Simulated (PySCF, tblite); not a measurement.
# C5H13OPSi2: geometry, infrared bands and NMR shifts

What infrared bands and NMR shifts should C5H13OPSi2 (`CC(=O)[C@@H]1C[Si@@H](C)P[SiH2]1`) show?

Computed with tblite 0.8.0 and PySCF 2.14.0, with density-fitted response routines of our own, on a single molecule in the gas phase. Atoms are numbered from 0 throughout.

## 1. The molecule as given

22 atoms, charge 0, multiplicity 1; geometry from: force field or distance geometry start.

Bonds of the start (Å): C0–C1 1.50, C1–O2 1.23, C1–C3 1.53, C3–C4 1.55, C4–Si5 1.89, Si5–C6 1.85, Si5–P7 2.24, P7–Si8 2.23, Si8–C3 1.87, C0–H9 1.09, C0–H10 1.09, C0–H11 1.10, C3–H12 1.11, C4–H13 1.09, C4–H14 1.09, Si5–H15 1.49, C6–H16 1.09, C6–H17 1.09, C6–H18 1.10, P7–H19 1.41, Si8–H20 1.49, Si8–H21 1.48.

## 2. Relaxing the molecule with GFN2-xTB

Job settings and geometry (Å):

```
{"job": {"kind": "relax", "xc": "GFN2-xTB", "basis": "xTB"}, "charge": 0, "multiplicity": 1}
C     -3.198900    -0.251400     0.655300
C     -1.776600     0.221900     0.608900
O     -1.444400     1.305000     1.093400
C     -0.754000    -0.704900    -0.045500
C      0.640400    -0.612200     0.630400
Si     1.696700     0.788400    -0.085400
C      3.473500     0.290900    -0.248300
P      0.874100     1.201600    -2.124100
Si    -0.612400    -0.448300    -1.892400
H     -3.595800    -0.367300    -0.354900
H     -3.273900    -1.198100     1.195000
H     -3.822800     0.489200     1.180900
H     -1.123300    -1.730400     0.155300
H      0.559300    -0.496000     1.707000
H      1.182500    -1.539600     0.450500
H      1.573400     2.032100     0.725500
H      3.581600    -0.605600    -0.859700
H      4.070200     1.076700    -0.701000
H      3.907400     0.070900     0.741200
H      0.011800     2.246300    -1.720800
H     -1.924700    -0.089300    -2.502300
H     -0.054500    -1.660500    -2.523100
```

Run with:

```
$ OMP_NUM_THREADS=1 python probes_run.py task.json out
```

This one command runs all jobs of the session in turn.

What it wrote:

```text
step      E/eV     max force
  0    -744.49097    2.225
  1    -744.61383    2.144
  2    -744.65835    0.592
  3    -744.67173    0.314
  4    -744.68963    0.305
  5    -744.69896    0.305
  6    -744.70599    0.227
  7    -744.70949    0.154
  8    -744.71317    0.181
  9    -744.71711    0.178
 10    -744.72142    0.198
 11    -744.72540    0.185
 12    -744.72918    0.169
 13    -744.73309    0.177
 14    -744.73716    0.169
 15    -744.74104    0.225
 16    -744.74485    0.219
 17    -744.74874    0.154
 18    -744.75252    0.166
 19    -744.75618    0.142
 20    -744.75988    0.191
 21    -744.76375    0.177
 22    -744.76802    0.219
 23    -744.77274    0.227
 24    -744.77730    0.178
 25    -744.78105    0.182
 26    -744.78377    0.105
 27    -744.78555    0.122
 28    -744.78710    0.117
 29    -744.78926    0.174
 30    -744.79234    0.203
 31    -744.79603    0.156
 32    -744.79944    0.116
 33    -744.80214    0.106
 34    -744.80449    0.120
 35    -744.80705    0.125
 36    -744.80968    0.143
 37    -744.81215    0.119
 38    -744.81471    0.109
 39    -744.81784    0.134
 40    -744.82169    0.143
 41    -744.82589    0.169
 42    -744.82970    0.177
 43    -744.83285    0.155
 44    -744.83551    0.104
 45    -744.83722    0.125
 46    -744.83877    0.086
 47    -744.83970    0.086
 48    -744.84055    0.068
 49    -744.84118    0.073
 50    -744.84187    0.052
 51    -744.84235    0.051
 52    -744.84282    0.049
 53    -744.84319    0.041
 54    -744.84343    0.034
 55    -744.84356    0.031
 56    -744.84366    0.030
 57    -744.84376    0.026
 58    -744.84384    0.025
 59    -744.84391    0.021
 60    -744.84397    0.021
 61    -744.84404    0.025
 62    -744.84414    0.028
 63    -744.84423    0.026
 64    -744.84431    0.019
 65    -744.84437    0.016
 66    -744.84442    0.016
 67    -744.84449    0.023
 68    -744.84457    0.023
 69    -744.84464    0.021
 70    -744.84471    0.018
 71    -744.84479    0.021
 72    -744.84489    0.031
 73    -744.84500    0.031
 74    -744.84514    0.027
 75    -744.84530    0.028
 76    -744.84546    0.028
 77    -744.84560    0.033
 78    -744.84574    0.027
 79    -744.84589    0.028
 80    -744.84608    0.032
 81    -744.84630    0.039
 82    -744.84651    0.042
 83    -744.84669    0.027
 84    -744.84682    0.025
 85    -744.84693    0.021
 86    -744.84704    0.032
 87    -744.84711    0.041
 88    -744.84727    0.030
 89    -744.84743    0.027
 90    -744.84755    0.022
 91    -744.84763    0.019
 92    -744.84768    0.017
 93    -744.84772    0.012
 94    -744.84776    0.015
 95    -744.84780    0.014
 96    -744.84783    0.014
 97    -744.84786    0.014
 98    -744.84788    0.012
 99    -744.84791    0.011
100    -744.84793    0.011
101    -744.84796    0.013
102    -744.84799    0.012
103    -744.84801    0.012
104    -744.84804    0.013
105    -744.84807    0.016
106    -744.84812    0.014
107    -744.84817    0.012
108    -744.84819    0.009
```

Wall time 2.1 s (1 thread of Arm Neoverse N1, shared host); peak memory 0.18 GiB.

Along the way: (not every step is listed)

```tsv
step	energy from step 0 (eV)	largest force (eV/Å)
0	0.0000	2.2248
1	-0.1229	2.1440
2	-0.1674	0.5918
3	-0.1808	0.3140
4	-0.1987	0.3047
5	-0.2080	0.3048
6	-0.2150	0.2271
7	-0.2185	0.1536
8	-0.2222	0.1807
17	-0.2578	0.1536
26	-0.2928	0.1055
35	-0.3161	0.1246
44	-0.3445	0.1038
53	-0.3522	0.0406
62	-0.3532	0.0280
71	-0.3538	0.0209
80	-0.3551	0.0321
89	-0.3565	0.0274
98	-0.3569	0.0115
103	-0.3570	0.0119
104	-0.3571	0.0127
105	-0.3571	0.0157
106	-0.3572	0.0139
107	-0.3572	0.0117
108	-0.3572	0.0085
```

Close pairs (by a distance rule), those that changed most:

```tsv
bond	before (Å)	after (Å)	change (Å)
C3–Si8	1.870	1.949	+0.079
Si5–C6	1.852	1.909	+0.056
C1–C3	1.527	1.474	-0.054
Si5–P7	2.237	2.280	+0.044
P7–H19	1.413	1.380	-0.033
C3–C4	1.552	1.520	-0.032
Si5–H15	1.490	1.461	-0.029
C4–Si5	1.895	1.923	+0.028
```

The end geometry stands in the next job.

## 3. Infrared spectrum with GFN2-xTB

Job settings and geometry (Å):

```
{"job": {"kind": "ir", "xc": "GFN2-xTB", "basis": "xTB"}, "charge": 0, "multiplicity": 1}
C     -3.032521     0.016973     0.606537
C     -1.543164     0.210996     0.506990
O     -1.009268     1.268924     0.788057
C     -0.747390    -0.918078    -0.006286
C      0.660729    -0.860587     0.563983
Si     1.488423     0.808407     0.089075
C      3.337587     0.433592    -0.199067
P      0.681791     1.258151    -1.996012
Si    -0.610533    -0.544100    -1.913911
H     -3.410104    -0.487164    -0.279246
H     -3.247523    -0.609111     1.471576
H     -3.531722     0.973986     0.735063
H     -1.243379    -1.873373     0.165854
H      0.623657    -0.973399     1.648865
H      1.250614    -1.691281     0.173974
H      1.401941     1.911816     1.042451
H      3.486641    -0.294994    -0.990787
H      3.864647     1.337011    -0.485875
H      3.808209     0.051012     0.700416
H     -0.307879     2.121215    -1.570228
H     -1.962914    -0.399781    -2.460722
H      0.031747    -1.720830    -2.504600
```

What it wrote:

```text
mode    cm-1     km/mol
  1      62.6      0.72
  2      79.2      0.53
  3      96.8     14.98
  4     110.1      2.21
  5     117.9      1.57
  6     147.3      0.68
  7     156.3      5.11
  8     176.3      6.70
  9     236.2      1.38
 10     270.6      1.86
 11     310.2      8.19
 12     405.2     29.50
 13     423.5     39.05
 14     445.5     15.56
 15     482.5     59.69
 16     511.6      7.15
 17     528.9     49.12
 18     562.2      1.54
 19     607.6    145.49
 20     624.6     62.98
 21     650.0     39.21
 22     671.6    139.61
 23     706.1     16.48
 24     724.0     48.48
 25     728.3     70.64
 26     734.9    119.71
 27     777.8    208.33
 28     784.3     51.27
 29     813.8    168.98
 30     831.3    116.75
 31     901.3     17.09
 32     976.2     32.59
 33     992.7     15.97
 34    1048.3     37.69
 35    1074.9     22.10
 36    1153.7     17.46
 37    1166.7     73.55
 38    1222.0     88.77
 39    1313.4     79.63
 40    1369.5     35.48
 41    1370.1     23.45
 42    1452.4      8.78
 43    1461.0      8.14
 44    1474.6      0.89
 45    1485.9      0.12
 46    1493.4      0.46
 47    1689.4    215.46
 48    2231.2    313.84
 49    2244.7    124.68
 50    2269.4    258.32
 51    2339.8    166.37
 52    2961.9     30.90
 53    2966.5     37.43
 54    2982.3     24.15
 55    3014.8      6.30
 56    3034.2     25.64
 57    3038.3      8.47
 58    3049.2     33.64
 59    3051.3     11.43
 60    3056.5     16.28
```

Run time: 2.4 s. Hardware: 1 thread of Arm Neoverse N1, shared host; peak memory 0.18 GiB.

Which atoms move in the most intense modes:

```tsv
cm⁻¹	km/mol	atoms
608	145.5	H20 31 %, H21 20 %
672	139.6	C4 20 %, Si5 16 %, H19 15 %, C3 11 %
778	208.3	H20 48 %, H21 45 %
814	169.0	H18 34 %, H17 26 %, C6 15 %
1689	215.5	C1 62 %, O2 35 %
2231	313.8	H20 92 %
2269	258.3	H15 96 %
2340	166.4	H19 96 %
```

## 4. NMR shieldings: PBE0/pcSseg-1

Same as in step 3 but for these lines:

```diff
@@ -1,2 +1,2 @@
-{"job": {"kind": "ir", "xc": "GFN2-xTB", "basis": "xTB"}, "charge": 0, "multiplicity": 1}
+{"job": {"kind": "nmr", "xc": "PBE0", "basis": "pcSseg-1"}, "charge": 0, "multiplicity": 1}
 C     -3.032521     0.016973     0.606537
```

Method: GIAO PBE0/pcSseg-1 NMR shielding, non-relativistic, gas phase.

What it wrote:

```text
coarse grid: 19448 points
cycle   1  E = -1192.9822746380  dE =  1.027e+00  |g| = 8.454e-01  |ddm| = 4.278e+00
cycle   2  E = -1192.6140190374  dE =  3.683e-01  |g| = 1.603e+00  |ddm| = 2.493e+00
cycle   3  E = -1193.1213087555  dE = -5.073e-01  |g| = 2.488e-01  |ddm| = 1.961e+00
cycle   4  E = -1193.1348315464  dE = -1.352e-02  |g| = 5.661e-02  |ddm| = 2.637e-01
cycle   5  E = -1193.1355315286  dE = -7.000e-04  |g| = 1.690e-02  |ddm| = 7.575e-02
cycle   6  E = -1193.1356047348  dE = -7.321e-05  |g| = 5.014e-03  |ddm| = 2.820e-02
cycle   7  E = -1193.1356107989  dE = -6.064e-06  |g| = 1.108e-03  |ddm| = 6.160e-03
final grid: 172864 points
cycle   8  E = -1193.1982397419  dE = -3.003e-05  |g| = 1.278e-02  |ddm| = 3.836e-02
cycle   9  E = -1193.1981630961  dE =  7.665e-05  |g| = 2.351e-02  |ddm| = 2.991e-02
cycle  10  E = -1193.1982724504  dE = -1.094e-04  |g| = 2.936e-03  |ddm| = 2.110e-02
cycle  11  E = -1193.1982742912  dE = -1.841e-06  |g| = 2.387e-04  |ddm| = 2.899e-03
cycle  12  E = -1193.1982743044  dE = -1.323e-08  |g| = 1.094e-04  |ddm| = 5.365e-04
cycle  13  E = -1193.1982743075  dE = -3.153e-09  |g| = 3.324e-05  |ddm| = 1.818e-04
cycle  14  E = -1193.1982743078  dE = -2.578e-10  |g| = 6.851e-06  |ddm| = 3.697e-05
converged SCF energy = -1193.1982743078

GIAO shielding tensors (ppm)
atom      isotropic    diamagn.    paramagn.     s11        s22        s33       span
  0 C      155.955     252.132     -96.178    134.040    141.163    192.660     58.620
  1 C      -30.591     253.818    -284.408   -111.415    -84.081    103.725    215.140
  2 O     -288.747     407.010    -695.757   -819.296   -377.356    330.412   1149.709
  3 C      137.737     259.617    -121.881    105.258    139.996    167.956     62.698
  4 C      167.651     253.183     -85.533    152.259    167.392    183.301     31.042
  5 Si     350.395     879.629    -529.234    295.416    360.604    395.164     99.749
  6 C      182.508     253.125     -70.617    176.285    181.333    189.907     13.622
  7 P      656.330     969.784    -313.454    597.459    657.580    713.951    116.492
  8 Si     369.025     882.145    -513.120    275.476    401.074    430.526    155.050
  9 H       29.358      30.535      -1.178     25.503     30.172     32.398      6.894
 10 H       29.597      29.169       0.428     26.128     28.040     34.623      8.495
 11 H       29.875      28.908       0.966     25.946     27.802     35.875      9.929
 12 H       28.438      35.402      -6.964     24.014     27.960     33.340      9.326
 13 H       30.601      32.982      -2.381     24.944     28.837     38.022     13.077
 14 H       31.498      34.025      -2.527     26.713     29.214     38.567     11.854
 15 H       26.214      30.384      -4.171     21.713     25.123     31.805     10.093
 16 H       31.781      31.555       0.226     27.293     30.853     37.197      9.904
 17 H       31.391      28.894       2.496     26.630     28.723     38.819     12.189
 18 H       31.554      29.967       1.587     26.748     28.899     39.014     12.266
 19 H       31.464      32.165      -0.701     25.699     27.626     41.067     15.368
 20 H       27.208      30.642      -3.434     22.701     25.632     33.291     10.591
 21 H       27.538      30.737      -3.199     23.675     24.916     34.023     10.348
```

It took 2 min on 1 thread of Arm Neoverse N1, shared host; peak memory 1.1 GiB.

The references, computed at this level on geometries of the same kind, shield at (ppm): ¹H TMS 31.72, ¹³C TMS 186.9, ²⁹Si TMS 349.2, ¹⁷O H2O 336.1, ³¹P H3PO4 318.4. Their shielding less the atom's gives the shift. The references are single molecules in the gas phase, so shifts against H2O, NH3, PH3, H3PO4 or CFCl3 are not on the usual liquid scales and can be off by tens of ppm. Atoms listed in one row are averaged.

```tsv
atoms	environment	σ (ppm)	δ (ppm)	δ scaled to CDCl3
C1	ketone carbonyl carbon	-30.6	217.5	210.4
C3	sp3 CH bonded to Si, α to a carbonyl	137.7	49.2	46.1
C0	methyl carbon α to a carbonyl	156.0	31.0	28.3
C4	sp3 CH2 bonded to Si	167.7	19.3	16.9
C6	methyl carbon bonded to Si	182.5	4.4	2.4
H15	hydrogen on a silicon bonded to 2 C, P, in a 5-membered ring	26.21	5.50	–
H20	hydrogen on a silicon bonded to C, P, in a 5-membered ring	27.21	4.51	–
H21	hydrogen on a silicon bonded to C, P, in a 5-membered ring	27.54	4.18	–
H12	hydrogen on an sp3 CH bonded to Si, α to a carbonyl	28.44	3.28	3.20
H9, H10, H11	hydrogen on a methyl carbon α to a carbonyl	29.61	2.11	2.09
H13	hydrogen on an sp3 CH2 bonded to Si	30.60	1.12	1.16
H19	hydrogen on a phosphorus bonded to 2 Si, in a 5-membered ring	31.46	0.25	–
H14	hydrogen on an sp3 CH2 bonded to Si	31.50	0.22	0.31
H16, H17, H18	hydrogen on a methyl carbon bonded to Si	31.58	0.14	0.24
O2	ketone oxygen	-288.7	624.8	–
Si5	silicon bonded to 2 C, P, H, in a 5-membered ring	350.4	-1.2	–
Si8	silicon bonded to C, P, 2 H, in a 5-membered ring	369.0	-19.9	–
P7	phosphorus bonded to 2 Si, H, in a 5-membered ring	656.3	-338.0	–
```

The scaled column applies a straight-line fit of computed shieldings to shifts measured in CDCl3 (root-mean-square error 0.16 ppm for H, 1.9 ppm for C).

Charges from the same density, by scheme (e):

```tsv
atoms	Mulliken	IAO	Hirshfeld	ESP fit
C0	-0.22	-0.47	-0.12	-0.59
C1	0.20	0.38	0.16	0.72
O2	-0.40	-0.44	-0.19	-0.58
C3	-0.58	-0.40	-0.12	-0.27
C4	-0.41	-0.53	-0.16	-0.32
Si5	0.58	0.76	0.31	0.87
C6	-0.60	-0.72	-0.23	-0.99
P7	-0.33	-0.24	-0.09	-0.51
Si8	0.47	0.56	0.28	0.46
```

Mayer bond orders: C0–C1 1.03, C1–O2 1.88, C1–C3 0.95, C3–C4 1.02, C4–Si5 0.86, Si5–C6 0.93, Si5–P7 0.93, P7–Si8 0.99, Si8–C3 0.79.

Ring of atoms C3, C4, Si5, P7, Si8: NICS(0) -6.5, NICS(1) -5.1, NICS(1)zz -5.2 ppm (means of both faces).

Orbitals, density, ELF and potential are computed afterwards from the orbital file.

Frontier orbitals at PBE0/pcSseg-1, with the share of their density that lies nearest to each atom:

```tsv
orbital	energy (eV)	lies on
HOMO	-7.02	P7 52 %; O2 14 %; C3 7 %
LUMO	-0.83	C1 36 %; O2 23 %; Si8 8 %
```

ELF in a plane through or near 6 of the atoms.

Ten even steps from ' ' (0.00) to '@' (1.00):
```
                                                        
                                                        
                                                        
                                                        
                                                        
                    ..        ....                      
          ::::    ..----..  ..--==--  ..==--..          
        ..==**------..----  ..++**++**++****--          
        ..++****%%==::..==..  ==::::@@==--++--          
      ..--##--..@@**==::==::  ====::%%++::##==          
        --****++##**..----  ..==++--::**@@@@@@..        
          ==##**::..::--::--==++==..  ::@@@@@@..        
          --**==    ..--++**....::==..  ..++==          
                    ::--++--++**--@@@@##                
                    ....::==....@@@@@@@@**              
                          ::::--%%@@@@@@++              
                                ::++**--                
                                                        
                                                        
                                                        
```
The map spans 13.2 Å across and 10.5 Å up, centred on the molecule. Atoms in the plane (x, y in Å): C0 (3.1, 0.7), C1 (1.6, 0.7), C6 (-3.4, 0.2), Si8 (0.6, -1.8), H9 (3.4, -0.3), H20 (1.9, -2.4).

On the surface of density 0.002 e/bohr³ the electrostatic potential runs, from the 1st to the 99th percentile, from -1.43 V near O2 to 1.10 V near H10.

## 5. Results

| quantity | value |
| --- | --- |
| strongest single infrared mode (GFN2-xTB) | 2231 cm⁻¹, 314 km/mol |
| zero-point energy (GFN2-xTB) | 102.4 kcal/mol |
| ¹³C shifts against TMS (PBE0/pcSseg-1) | 217.5, 49.2, 31.0, 19.3, 4.4 ppm |
| ¹H shifts against TMS (PBE0/pcSseg-1, means over atoms taken as alike) | 5.50, 4.51, 4.18, 3.28, 2.11, 1.12, 0.25, 0.22, 0.14 ppm |
| ¹⁷O shifts against H2O (PBE0/pcSseg-1) | 624.8 ppm |
| ²⁹Si shifts against TMS (PBE0/pcSseg-1) | -1.2, -19.9 ppm |
| ³¹P shifts against H3PO4 (PBE0/pcSseg-1) | -338.0 ppm |
| surface potential, 1st and 99th percentile | -1.43 V and 1.10 V |

The optimisation took 108 steps and gained 0.357 eV; among the close pairs (by a distance rule), C3–Si8 changed most, from 1.870 to 1.949 Å. No mode is imaginary among the 60: a minimum at this level. The strongest single mode, at 2231 cm⁻¹, moves mainly H20. GFN2-xTB is a fitted tight-binding method: band positions and strengths are rough. Its intensities can rank the bands wrongly. C1 (ketone carbonyl carbon) lies farthest downfield among carbon, at 217.5 ppm; low-lying n→π* states of the double bond to the heteroatom give a large paramagnetic term (-284 ppm). At PBE0/pcSseg-1: Shielding is most anisotropic at O2 (span 1150 ppm, paramagnetic term -696 ppm). At PBE0/pcSseg-1, counted by nearest atom on the grid, the HOMO lies on P7 52 %; O2 14 %, the LUMO on C1 36 %; O2 23 %.
